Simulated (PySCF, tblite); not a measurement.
# C5H12Si2: a rotation path, then NMR shifts on frames

How do NMR shifts of C5H12Si2 (`C1[SiH2]C(C2CC2)[SiH2]1`) change as the atoms move?

The runs use tblite 0.8.0 and PySCF 2.14.0, with density-fitted response routines of our own; the level of theory stands in each step. All values are computed, except where a source is named. Atoms are numbered from 0 throughout.

## Step 1: The starting structure

19 atoms, charge 0, multiplicity 1; geometry from: GFN2-xTB.

Bonds of the start (Å): C0–Si1 1.92, Si1–C2 1.93, C2–C3 1.50, C3–C4 1.50, C4–C5 1.50, C2–Si6 1.93, Si6–C0 1.92, C5–C3 1.50, C0–H7 1.09, C0–H8 1.09, Si1–H9 1.46, Si1–H10 1.47, C2–H11 1.10, C3–H12 1.09, C4–H13 1.08, C4–H14 1.08, C5–H15 1.08, C5–H16 1.08, Si6–H17 1.46, Si6–H18 1.47.

## Step 2: The rotation path with GFN2-xTB

Job settings and geometry (Å):

```
{"job": {"kind": "neb", "xc": "GFN2-xTB", "basis": "xTB", "atoms": [1, 2, 3, 4], "turn": 120}, "charge": 0, "multiplicity": 1}
C     -2.398235    -0.162979    -0.651661
Si    -1.088166     1.218338    -0.421474
C     -0.201282     0.043390     0.823078
C      1.278720    -0.207288     0.729415
C      2.221342     0.848050     0.234113
C      1.951549    -0.370266    -0.597696
Si    -1.381841    -1.418282     0.379020
H     -2.593118    -0.453933    -1.679866
H     -3.362369     0.078945    -0.212539
H     -0.376399     1.537398    -1.661340
H     -1.568071     2.469963     0.172451
H     -0.407672     0.388101     1.841972
H      1.656037    -0.841019     1.527571
H      3.189390     0.946721     0.703074
H      1.797962     1.786067    -0.093021
H      2.735545    -1.106641    -0.696441
H      1.352605    -0.253383    -1.487699
H     -0.732811    -2.456109    -0.423825
H     -2.082989    -2.037823     1.507409
```

Method: GFN2-xTB climbing-image nudged elastic band, gas phase.

The run is started by

```
OMP_NUM_THREADS=1 python probes_run.py task.json out
```

One launch serves the whole session: the jobs run in the order shown.

Log:

```text
image   E - E0 / eV
  0      -0.0000
  1       0.0291
  2       0.0747
  3       0.1004
  4       0.0960
  5       0.0731
  6       0.0424
  7       0.0151
  8       0.0026
```

Wall time 2.3 s (1 thread of AMD EPYC 9R45, shared host); peak memory 0.19 GiB.

The final band, with the dihedral Si1–C2–C3–C4:

| image | dihedral (°) | energy (eV) | energy (kcal/mol) |
| --- | --- | --- | --- |
| 0 | 32 | 0.000 | 0.0 |
| 1 | 49 | 0.029 | 0.7 |
| 2 | 65 | 0.075 | 1.7 |
| 3 | 82 | 0.100 | 2.3 |
| 4 | 98 | 0.096 | 2.2 |
| 5 | 114 | 0.073 | 1.7 |
| 6 | 131 | 0.042 | 1.0 |
| 7 | 147 | 0.015 | 0.3 |
| 8 | 161 | 0.003 | 0.1 |

## Step 3: Nuclear shieldings: image 0, PBE0/pcSseg-1

Job settings and geometry (Å):

```
{"job": {"kind": "nmr", "xc": "PBE0", "basis": "pcSseg-1", "pop": false}, "charge": 0, "multiplicity": 1}
C     -2.398200    -0.163000    -0.651700
Si    -1.088200     1.218300    -0.421500
C     -0.201300     0.043400     0.823100
C      1.278700    -0.207300     0.729400
C      2.221300     0.848000     0.234100
C      1.951500    -0.370300    -0.597700
Si    -1.381800    -1.418300     0.379000
H     -2.593100    -0.453900    -1.679900
H     -3.362400     0.078900    -0.212500
H     -0.376400     1.537400    -1.661300
H     -1.568100     2.470000     0.172500
H     -0.407700     0.388100     1.842000
H      1.656000    -0.841000     1.527600
H      3.189400     0.946700     0.703100
H      1.798000     1.786100    -0.093000
H      2.735500    -1.106600    -0.696400
H      1.352600    -0.253400    -1.487700
H     -0.732800    -2.456100    -0.423800
H     -2.083000    -2.037800     1.507400
```

With the program's defaults for keys left out, this is: GIAO PBE0/pcSseg-1 NMR shielding, non-relativistic, gas phase.

Log:

```text
coarse grid: 16120 points
cycle   1  E = -776.0541128922  dE =  7.452e-01  |g| = 5.115e-01  |ddm| = 3.908e+00
cycle   2  E = -776.0083556858  dE =  4.576e-02  |g| = 6.510e-01  |ddm| = 1.131e+00
cycle   3  E = -776.1237564784  dE = -1.154e-01  |g| = 5.346e-02  |ddm| = 7.333e-01
cycle   4  E = -776.1243317341  dE = -5.753e-04  |g| = 2.828e-02  |ddm| = 9.405e-02
cycle   5  E = -776.1245260799  dE = -1.943e-04  |g| = 6.232e-03  |ddm| = 3.241e-02
cycle   6  E = -776.1245348353  dE = -8.755e-06  |g| = 1.630e-03  |ddm| = 7.791e-03
final grid: 144360 points
cycle   7  E = -776.1661632507  dE = -4.002e-05  |g| = 8.393e-03  |ddm| = 3.268e-02
cycle   8  E = -776.1661517604  dE =  1.149e-05  |g| = 1.064e-02  |ddm| = 1.836e-02
cycle   9  E = -776.1661815984  dE = -2.984e-05  |g| = 6.135e-04  |ddm| = 1.061e-02
cycle  10  E = -776.1661816675  dE = -6.910e-08  |g| = 2.678e-04  |ddm| = 8.564e-04
cycle  11  E = -776.1661816848  dE = -1.737e-08  |g| = 4.925e-05  |ddm| = 2.804e-04
cycle  12  E = -776.1661816853  dE = -4.957e-10  |g| = 1.684e-05  |ddm| = 7.785e-05
converged SCF energy = -776.1661816853

GIAO shielding tensors (ppm)
atom      isotropic    diamagn.    paramagn.     s11        s22        s33       span
  0 C      197.481     258.826     -61.345    182.355    202.517    207.572     25.217
  1 Si     391.208     880.916    -489.708    357.480    375.625    440.520     83.039
  2 C      162.137     254.885     -92.748    126.581    168.272    191.558     64.977
  3 C      174.997     245.170     -70.173    140.222    166.458    218.310     78.088
  4 C      177.107     255.011     -77.904    146.824    174.061    210.436     63.612
  5 C      181.769     252.142     -70.373    153.469    176.386    215.453     61.983
  6 Si     379.328     881.062    -501.734    345.974    363.502    428.508     82.534
  7 H       31.457      30.725       0.732     26.979     27.652     39.739     12.760
  8 H       31.296      29.886       1.410     27.289     27.455     39.144     11.855
  9 H       27.180      30.459      -3.279     23.531     27.304     30.705      7.174
 10 H       27.104      29.996      -2.892     23.355     24.992     32.964      9.609
 11 H       29.370      32.140      -2.770     24.947     29.329     33.835      8.887
 12 H       30.860      31.160      -0.300     23.094     28.762     40.723     17.629
 13 H       31.173      30.512       0.660     25.085     26.592     41.841     16.756
 14 H       31.981      32.341      -0.360     25.539     31.282     39.121     13.582
 15 H       31.243      30.657       0.586     25.389     26.584     41.756     16.367
 16 H       31.509      32.483      -0.975     25.714     30.083     38.729     13.015
 17 H       26.947      30.420      -3.473     23.943     25.956     30.942      6.999
 18 H       26.772      29.969      -3.196     23.456     24.462     32.399      8.943
```

It took 14 s on 1 thread of AMD EPYC 9R45, shared host; peak memory 0.8 GiB.

Shifts follow as δ = σ(reference) − σ, with reference shieldings (ppm) from runs at the same level and on the same kind of geometry: ¹H TMS 31.72, ¹³C TMS 186.9, ²⁹Si TMS 349.2. The references are single molecules in the gas phase. Each atom is listed at this fixed geometry, with no averaging over motion; a spectrum would average atoms that exchange fast.

| atoms | environment | σ (ppm) | δ (ppm) |
| --- | --- | --- | --- |
| C2 | sp3 CH bonded to 2 Si | 162.1 | 24.8 |
| C3 | three-membered-ring carbon | 175.0 | 11.9 |
| C4 | three-membered-ring carbon | 177.1 | 9.8 |
| C5 | three-membered-ring carbon | 181.8 | 5.2 |
| C0 | sp3 CH2 bonded to 2 Si | 197.5 | -10.6 |
| H18 | hydrogen on a silicon bonded to 2 C, in a 4-membered ring | 26.77 | 4.94 |
| H17 | hydrogen on a silicon bonded to 2 C, in a 4-membered ring | 26.95 | 4.77 |
| H10 | hydrogen on a silicon bonded to 2 C, in a 4-membered ring | 27.10 | 4.61 |
| H9 | hydrogen on a silicon bonded to 2 C, in a 4-membered ring | 27.18 | 4.54 |
| H11 | hydrogen on an sp3 CH bonded to 2 Si | 29.37 | 2.35 |
| H12 | hydrogen on a three-membered-ring carbon | 30.86 | 0.86 |
| H13 | hydrogen on a three-membered-ring carbon | 31.17 | 0.54 |
| H15 | hydrogen on a three-membered-ring carbon | 31.24 | 0.47 |
| H8 | hydrogen on an sp3 CH2 bonded to 2 Si | 31.30 | 0.42 |
| H7 | hydrogen on an sp3 CH2 bonded to 2 Si | 31.46 | 0.26 |
| H16 | hydrogen on a three-membered-ring carbon | 31.51 | 0.21 |
| H14 | hydrogen on a three-membered-ring carbon | 31.98 | -0.26 |
| Si6 | silicon bonded to 2 C, 2 H, in a 4-membered ring | 379.3 | -30.2 |
| Si1 | silicon bonded to 2 C, 2 H, in a 4-membered ring | 391.2 | -42.1 |

Ring of atoms C0, Si1, C2, Si6: NICS(0) -0.7, NICS(1) -1.5, NICS(1)zz 4.7 ppm (means of both faces).

Ring of atoms C3, C4, C5: NICS(0) -44.0, NICS(1) -8.9, NICS(1)zz -24.0 ppm (means of both faces).

In rings of three or four atoms NICS is ruled by the nearby σ bonds, so it says little on aromaticity.

## Step 4: Nuclear shieldings: image 1, PBE0/pcSseg-1

Job settings and geometry (Å):

```
{"job": {"kind": "nmr", "xc": "PBE0", "basis": "pcSseg-1", "pop": false}, "charge": 0, "multiplicity": 1}
C     -2.447600    -0.210800    -0.621900
Si    -1.104500     1.157100    -0.535100
C     -0.195200     0.046000     0.753200
C      1.272400    -0.266900     0.637600
C      2.281700     0.816200     0.400500
C      2.003000    -0.200800    -0.667200
Si    -1.428200    -1.409900     0.468800
H     -2.671200    -0.576100    -1.620000
H     -3.397800     0.080000    -0.182500
H     -0.450500     1.374800    -1.827700
H     -1.533900     2.464700    -0.027900
H     -0.349700     0.466700     1.753300
H      1.586400    -1.060700     1.309400
H      3.224900     0.775500     0.924900
H      1.910900     1.817500     0.243000
H      2.754400    -0.945000    -0.884900
H      1.461300     0.130600    -1.537600
H     -0.827600    -2.527300    -0.261000
H     -2.098700    -1.922400     1.667700
```

Method: GIAO PBE0/pcSseg-1 NMR shielding, non-relativistic, gas phase.

Log:

```text
coarse grid: 16120 points
cycle   1  E = -776.0542984223  dE =  7.407e-01  |g| = 5.106e-01  |ddm| = 3.909e+00
cycle   2  E = -776.0089066492  dE =  4.539e-02  |g| = 6.492e-01  |ddm| = 1.126e+00
cycle   3  E = -776.1237481852  dE = -1.148e-01  |g| = 5.367e-02  |ddm| = 7.288e-01
cycle   4  E = -776.1243262744  dE = -5.781e-04  |g| = 2.872e-02  |ddm| = 9.365e-02
cycle   5  E = -776.1245270985  dE = -2.008e-04  |g| = 6.103e-03  |ddm| = 3.246e-02
cycle   6  E = -776.1245354145  dE = -8.316e-06  |g| = 1.639e-03  |ddm| = 7.598e-03
final grid: 144360 points
cycle   7  E = -776.1653935382  dE = -3.680e-05  |g| = 8.117e-03  |ddm| = 2.980e-02
cycle   8  E = -776.1653826950  dE =  1.084e-05  |g| = 1.030e-02  |ddm| = 1.755e-02
cycle   9  E = -776.1654107151  dE = -2.802e-05  |g| = 6.002e-04  |ddm| = 1.019e-02
cycle  10  E = -776.1654107814  dE = -6.626e-08  |g| = 2.616e-04  |ddm| = 8.200e-04
cycle  11  E = -776.1654107980  dE = -1.656e-08  |g| = 4.844e-05  |ddm| = 2.705e-04
cycle  12  E = -776.1654107984  dE = -4.768e-10  |g| = 1.698e-05  |ddm| = 7.447e-05
converged SCF energy = -776.1654107984

GIAO shielding tensors (ppm)
atom      isotropic    diamagn.    paramagn.     s11        s22        s33       span
  0 C      197.713     258.679     -60.966    181.794    203.609    207.735     25.940
  1 Si     391.408     880.927    -489.519    359.252    373.683    441.289     82.038
  2 C      162.461     254.997     -92.537    126.704    169.359    191.319     64.615
  3 C      174.728     244.639     -69.911    141.440    164.525    218.218     76.779
  4 C      179.605     255.360     -75.755    149.112    176.413    213.290     64.179
  5 C      180.532     251.962     -71.430    151.806    175.884    213.906     62.100
  6 Si     379.491     881.202    -501.711    343.918    364.361    430.194     86.276
  7 H       31.365      30.647       0.718     26.936     27.512     39.646     12.710
  8 H       31.264      29.853       1.412     27.246     27.437     39.111     11.864
  9 H       27.103      30.507      -3.404     23.424     27.232     30.651      7.227
 10 H       27.108      29.969      -2.860     23.346     25.099     32.879      9.533
 11 H       29.362      32.236      -2.874     24.713     29.711     33.662      8.949
 12 H       30.937      31.216      -0.280     23.128     29.175     40.507     17.379
 13 H       31.270      30.615       0.655     25.232     26.700     41.878     16.646
 14 H       32.149      32.260      -0.110     25.800     30.987     39.661     13.862
 15 H       31.221      30.601       0.620     25.474     26.488     41.701     16.227
 16 H       31.307      32.505      -1.198     25.104     29.754     39.062     13.958
 17 H       26.964      30.444      -3.480     24.068     25.724     31.100      7.032
 18 H       26.782      29.947      -3.165     23.481     24.521     32.345      8.864
```

Wall time 13 s (1 thread of AMD EPYC 9R45, shared host); peak memory 1 GiB.

Key values: δ C2 24.5, C3 12.2, C4 7.3, C5 6.4, H18 4.93, H17 4.75 ppm.

[end of part 1 of 2]
